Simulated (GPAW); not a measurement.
GaGe3:

```xyz
4
Lattice="4.2785 0.0000 0.0000 0.0000 4.2785 0.0000 0.0000 0.0000 4.2785" Properties=species:S:1:pos:R:3 pbc="T T T"
Ge    2.1392    2.1392    0.0000
Ge    2.1392    0.0000    2.1392
Ge    0.0000    2.1392    2.1392
Ga    0.0000    0.0000    0.0000
```

The cell comes from a database or a generator and needn't be the stable form of this composition.

Base run:

- Program: GPAW 26.7.0
- Functional: LDA
- Potentials or basis: the program's PAW data sets (release 1.2.1) made for this functional
- Cutoff: 600 eV
- Basis: pw
- k mesh: 6 × 6 × 6
- Occupations: fermi-dirac, width 0.05 eV
- Spin: no spin polarisation

Its results: pressure -5.1 GPa.

**Question.** The run is repeated on the same cell with these changes: cutoff from 600 eV to 450 eV; k mesh from 6 × 6 × 6 to 5 × 5 × 5. What comes out?

**Answer.** Pressure -5.6 GPa.

Caveats: the cutoff is short for stress and forces, so pressures can be off by a GPa or more (some runs).

Not every run made on this cell is shown here.
